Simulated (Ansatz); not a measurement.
# AlClH₆OSi₂: a ladder of functionals and wavefunction methods

One table from this session's results is given with a row withheld; the runs are named, their logs left out.

The runs use Ansatz 0.2.0, Gaussian basis; functionals in def2-TZVPP, the program's frozen cores in correlated methods.

The runs, in order: LDA (SPW92), PBE-D4, revPBE-D4, BLYP-D4, r2SCAN-D4, B97M-V, PBE0-D4, B3LYP-D4, r2SCANh-D4, r2SCAN0-D4, HSE06-D4, BHLYP-D4, CAM-B3LYP-D4, LC-ωPBE, ωB97X-V, ωB97M-V, B2PLYP, PBE-QIDH; CCSD(T)/def2-SVP; CCSD(T)/def2-TZVPP; MP2/def2-QZVPP; extrapolation to the limit; RPA on PBE.

## The geometry

The geometry comes from an earlier relaxation with PBE0-D4 in a triple-zeta def2 set; it is a stationary point, not always the lowest conformer.

SMILES `O[SiH]([SiH3])[AlH][Cl]`, 11 atoms, charge 0, spin multiplicity 1.

Atoms are counted from 1 here; the program's logs count them from 0.

Bond lengths: O1–Si2 1.662 Å, O1–H6 0.960 Å, Si2–Si3 2.342 Å, Si2–Al4 2.451 Å, Si2–H7 1.497 Å, Si3–H8 1.487 Å, Si3–H9 1.488 Å, Si3–H10 1.490 Å, Al4–Cl5 2.117 Å, Al4–H11 1.581 Å. Angles: Si2–O1–H6 116.1°, O1–Si2–Si3 109.3°, O1–Si2–Al4 108.7°, O1–Si2–H7 110.4°, Si3–Si2–Al4 112.5°, Si3–Si2–H7 106.8°, Al4–Si2–H7 109.1°, Si2–Si3–H8 112.1°, Si2–Si3–H9 110.7°, Si2–Si3–H10 108.0°, H8–Si3–H9 108.8°, H8–Si3–H10 108.9°, H9–Si3–H10 108.3°, Si2–Al4–Cl5 110.6°, Si2–Al4–H11 132.3°, Cl5–Al4–H11 117.0°.

Geometry (Å):

```mol
AlClH6OSi2
  3D, bonds by distance, orders not assigned

 11 10  0  0  0  0  0  0  0  0999 V2000
   -1.0668    1.6362   -0.5325 O   0  0
   -0.7466    0.0734   -0.0678 Si  0  0
    0.6260   -0.9457   -1.6689 Si  0  0
    0.2767    0.1102    2.1592 Al  0  0
    0.3217    2.0820    2.9274 Cl  0  0
   -1.0275    2.2997    0.1596 H   0  0
   -2.0121   -0.7247   -0.0112 H   0  0
    0.0246   -0.9055   -3.0288 H   0  0
    1.9592   -0.2856   -1.7148 H   0  0
    0.8216   -2.3681   -1.2702 H   0  0
    0.8883   -1.0288    3.0686 H   0  0
  1  2  8  0
  2  3  8  0
  2  4  8  0
  4  5  8  0
  1  6  8  0
  2  7  8  0
  3  8  8  0
  3  9  8  0
  3 10  8  0
  4 11  8  0
M  END
```

The first run:

in.yaml

```yaml
crystal:
  periodic: [false, false, false]
  atoms:
    - {symbol: O, position_ang: [-1.066763, 1.636151, -0.532531]}
    - {symbol: Si, position_ang: [-0.746624, 0.073405, -0.067786]}
    - {symbol: Si, position_ang: [0.625988, -0.945696, -1.668903]}
    - {symbol: Al, position_ang: [0.276706, 0.110152, 2.159182]}
    - {symbol: Cl, position_ang: [0.321738, 2.081962, 2.927381]}
    - {symbol: H, position_ang: [-1.027487, 2.299652, 0.159643]}
    - {symbol: H, position_ang: [-2.012123, -0.724684, -0.011247]}
    - {symbol: H, position_ang: [0.024638, -0.905548, -3.028783]}
    - {symbol: H, position_ang: [1.959247, -0.285555, -1.714839]}
    - {symbol: H, position_ang: [0.821645, -2.368076, -1.270227]}
    - {symbol: H, position_ang: [0.888335, -1.028763, 3.068613]}
basis:
  gaussian: {orbitals: def2-TZVPP}
hamiltonian: {xc: lda}
output: {orbitals: {seedname: orbitals}}
```

Among the steps run: LDA; PBE-D4 (GGA); revPBE-D4 (GGA); BLYP-D4 (GGA); r2SCAN-D4 (meta-GGA); B97M-V (meta-GGA); PBE0-D4 (hybrid); B3LYP-D4 (hybrid); r2SCANh-D4 (hybrid); r2SCAN0-D4 (hybrid); HSE06-D4 (hybrid); BHLYP-D4 (hybrid); CAM-B3LYP-D4 (range-separated); LC-ωPBE (range-separated); ωB97X-V (range-separated); ωB97M-V (range-separated); B2PLYP (double hybrid); PBE-QIDH (double hybrid).

One of the session's tables, all rows but one given; the rest of the session is left out.

It belongs to the step «Orbital energies across the functionals». 

| functional | HOMO (eV) | LUMO (eV) | gap (eV) |
| --- | --- | --- | --- |
| LDA (SPW92) | -6.42 | -3.04 | 3.39 |
| PBE-D4 | -6.33 | -2.81 | 3.52 |
| revPBE-D4 | -6.29 | -2.71 | 3.58 |
| BLYP-D4 | -6.20 | -2.66 | 3.54 |
| r2SCAN-D4 | -6.57 | -2.62 | 3.95 |
| B97M-V | -6.67 | -2.78 | 3.89 |
| PBE0-D4 | -7.41 | -2.10 | 5.31 |
| B3LYP-D4 | -7.22 | -2.26 | 4.96 |
| r2SCANh-D4 | -6.96 | -2.36 | 4.60 |
| r2SCAN0-D4 | -7.56 | -1.99 | 5.57 |
| HSE06-D4 | -7.02 | -2.47 | 4.56 |
| BHLYP-D4 | -8.39 | -1.30 | 7.08 |
| CAM-B3LYP-D4 | -8.64 | -1.13 | 7.51 |
| LC-ωPBE | ? | ? | ? |
| ωB97X-V | -9.60 | -0.21 | 9.39 |
| ωB97M-V | -9.34 | -0.45 | 8.90 |

**Question.** Estimate the row for LC-ωPBE.

**Answer.** HOMO (eV): -9.91; LUMO (eV): -0.10; gap (eV): 9.80. In the column «HOMO (eV)» it is the lowest.
